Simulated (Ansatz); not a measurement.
# AlFH7NO: the cost of one run

Program: Ansatz 0.2.0. Level of theory: RKS PBE-D4/def2-SVP. These are calculated values, not measurements.

1 further run of the same task is left out (it didn't finish).

## 1. Starting point

Bond lengths: Al1–O2 2.177 Å, Al1–H3 1.541 Å, Al1–H4 1.535 Å, Al1–N6 2.238 Å, O2–H9 0.951 Å, N6–H10 1.014 Å, N6–H11 1.014 Å. Angles: Al1–O2–H9 136.6°, O2–Al1–H3 108.0°, O2–Al1–H4 108.5°, O2–Al1–N6 88.9°, H3–Al1–H4 120.9°, H3–Al1–N6 120.4°, H4–Al1–N6 105.1°, Al1–N6–H10 121.6°, Al1–N6–H11 112.6°, H10–N6–H11 107.9°.

As a file:

```xyz
11

Al   -1.0006   -0.6820   -0.7296
O     0.6801   -1.4961    0.3898
H    -0.9303   -1.2389   -2.1649
H    -2.2718   -0.8402    0.1165
H     0.6121    1.1054    0.7091
N    -0.2510    1.3765   -0.2741
H     1.1482   -0.5241    1.0614
F     1.3856    0.5805    1.4725
H     1.3348   -2.1735    0.2585
H     0.2615    1.9183   -0.9605
H    -0.9686    1.9741    0.1214
```

## 2. Pulling towards end A

Springs on the bonds that form and break draw the guess towards this end; the thresholds are loose.

input.yaml

```yaml
crystal:
  periodic: [false, false, false]
  atoms:
    - { symbol: Al, position_ang: [-1.0006, -0.682, -0.7296] }
    - { symbol: O, position_ang: [0.6801, -1.4961, 0.3898] }
    - { symbol: H, position_ang: [-0.9303, -1.2389, -2.1649] }
    - { symbol: H, position_ang: [-2.2718, -0.8402, 0.1165] }
    - { symbol: H, position_ang: [0.6121, 1.1054, 0.7091] }
    - { symbol: "N", position_ang: [-0.251, 1.3765, -0.2741] }
    - { symbol: H, position_ang: [1.1482, -0.5241, 1.0614] }
    - { symbol: F, position_ang: [1.3856, 0.5805, 1.4725] }
    - { symbol: H, position_ang: [1.3348, -2.1735, 0.2585] }
    - { symbol: H, position_ang: [0.2615, 1.9183, -0.9605] }
    - { symbol: H, position_ang: [-0.9686, 1.9741, 0.1214] }
basis:
  gaussian: { orbitals: def2-SVP }
hamiltonian:
  xc: pbe
  dispersion: d4
relax:
  f_tol: 0.15
  max_steps: 25
  restrain:
    - { distance: [0, 5], at: 3.22, k: 30.0 }
    - { distance: [4, 7], at: 2.18, k: 30.0 }
    - { distance: [6, 1], at: 2.27, k: 30.0 }
    - { distance: [0, 1], at: 1.87, k: 30.0 }
    - { distance: [4, 5], at: 1.02, k: 30.0 }
    - { distance: [6, 7], at: 0.88, k: 30.0 }
output:
  orbitals: {}
```

On the command line:

```
$ ansatz run input.yaml --threads 2 --pin off --max-ram 3072MiB --backend cpu --events-out ev --progress --plain --runs-dir out
```

What time and memory should one allow on 2 threads of Arm Neoverse V2, shared host?

About 21 s, with a peak of 0.15 GiB.
